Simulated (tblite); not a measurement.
# C6H13NO2Si: the cost of one run

The runs use tblite 0.8.0 and PySCF 2.14.0, with density-fitted response routines of our own; the level of theory stands in each step. All values are computed, except where a source is named. Atoms are numbered from 0 throughout.

**1. The molecule as given**

23 atoms, charge 0, multiplicity 1; geometry from: force field or distance geometry start.

Bonds of the start (Å): C0–C1 1.48, C1–C2 1.33, C2–Si3 1.83, Si3–N4 1.77, N4–C5 1.43, Si3–O6 1.73, O6–C7 1.41, C7–C8 1.48, C7–O9 1.26, C0–H10 1.11, C0–H11 1.10, C0–H12 1.10, C1–H13 1.08, C2–H14 1.10, Si3–H15 1.49, N4–H16 1.03, C5–H17 1.12, C5–H18 1.10, C5–H19 1.14, C8–H20 1.10, C8–H21 1.14, C8–H22 1.08.

**2. Geometry optimisation with GFN2-xTB**

Job settings and geometry (Å):

```
{"job": {"kind": "relax", "xc": "GFN2-xTB", "basis": "xTB"}, "charge": 0, "multiplicity": 1}
C     -3.822600     0.571200    -0.109800
C     -2.522500     0.291100     0.536800
C     -1.540600    -0.187800    -0.216500
Si     0.137100    -0.589100     0.405400
N      0.406000    -2.316300     0.127600
C      1.636300    -2.655400    -0.514600
O      1.230200     0.464400    -0.418400
C      1.769900     1.549700     0.292800
C      2.708100     2.466300    -0.395500
O      1.449900     1.737900     1.495500
H     -4.291700     1.424000     0.418600
H     -4.490900    -0.292700     0.020400
H     -3.696600     0.788400    -1.185000
H     -2.338600     0.446200     1.588700
H     -1.732500    -0.339000    -1.285500
H      0.269000    -0.322500     1.863500
H      0.158600    -2.882600     0.952800
H      1.430100    -3.559600    -1.146500
H      2.060800    -1.845100    -1.120300
H      2.362100    -3.020800     0.284700
H      3.762100     2.255500    -0.154000
H      2.509300     3.499700     0.030500
H      2.541600     2.543600    -1.461100
```

Command:

```
> OMP_NUM_THREADS=1 python probes_run.py task.json out
```

The driver reads the jobs from task.json and runs them one after another.

Q: Estimate the wall time and peak memory of this first job on 1 thread of Arm Neoverse V2, shared host.

About 1.1 s, with a peak of 0.18 GiB.
